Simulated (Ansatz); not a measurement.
**SiC3: a single-point run**

The task is a single-point run on SiC3. The structure is shown as the input types it. The cell is built on a prototype (ordering on diamond) and needn't be the phase found in nature.

Computed with Ansatz 0.2.0 (density functional or hybrid calculation with the settings of its input, plane waves (as first typed), unless a step's input says otherwise).

2 further runs of the same task are left out: 2 that didn't finish.

**1. The structure to begin with**

Symmetry: R3m, No. 160, trigonal system. The conventional cell has a = 2.831 Å, b = 2.831 Å, c = 14.010 Å, α = 90.00°, β = 90.00°, γ = 120.00°. Around C (site symmetry 3m) lie 3 C at 1.72 Å and 1 Si at 1.89 Å. Around C (site symmetry 3m) lie 1 C at 1.54 Å. C (site symmetry 3m) has 4 C at 1.54 to 1.72 Å as nearest neighbours. Si (site symmetry 3m) has 4 C at 1.79 to 1.89 Å as nearest neighbours.

As a file:

```
CELL_PARAMETERS angstrom
1.41543 0.81720 4.67007
-1.41543 0.81720 4.67007
0.00000 -1.63440 4.67007
ATOMIC_POSITIONS crystal
C 0.00824 0.00824 0.00824
C 0.48896 0.48896 0.48896
C 0.37917 0.37917 0.37917
Si 0.87363 0.87363 0.87363
```

**2. The calculation**

File input.yaml:

```yaml
crystal:
  lattice:
    - [1.4154339595, 0.8172011775, 4.6700734293]
    - [-1.4154339595, 0.8172011775, 4.6700734293]
    - [0.0, -1.6344023551, 4.6700734293]
  atoms:
    - { symbol: C, position: [1.0082378924, 0.0082378924, 0.0082378924] }
    - { symbol: C, position: [0.4889604674, 0.4889604674, 0.4889604674] }
    - { symbol: C, position: [0.3791724033, 0.3791724033, 0.3791724033] }
    - { symbol: Si, position: [0.8736292368, 0.8736292368, 0.8736292368] }
kpoints:
  mp_grid: { grid: [8, 8, 8] }
hamiltonian:
  xc: pbesol
scf:
  occupations: { method: gaussian, width: 1.5 }
  n_extra_bands: 5
output:
  forces: true
  stress: true
  eigenvalues: true
```

Started as:

```
$ ansatz run input.yaml --threads 4 --pin off --max-ram 3686MiB --backend cpu --events-out ev --progress --plain --runs-dir out
```

**Question.** How will this run end, and is anything wrong with its input?

This run ends as converged. Convergence says nothing about whether the input makes sense.

In the input, scf.occupations.method is gaussian; scf.occupations.width is 1.5. The width is far wider than usual, so occupations near the Fermi level are blurred and the entropy term grows.

The test: delete scf.occupations.width (the default then holds) and set scf.occupations.method to fixed.
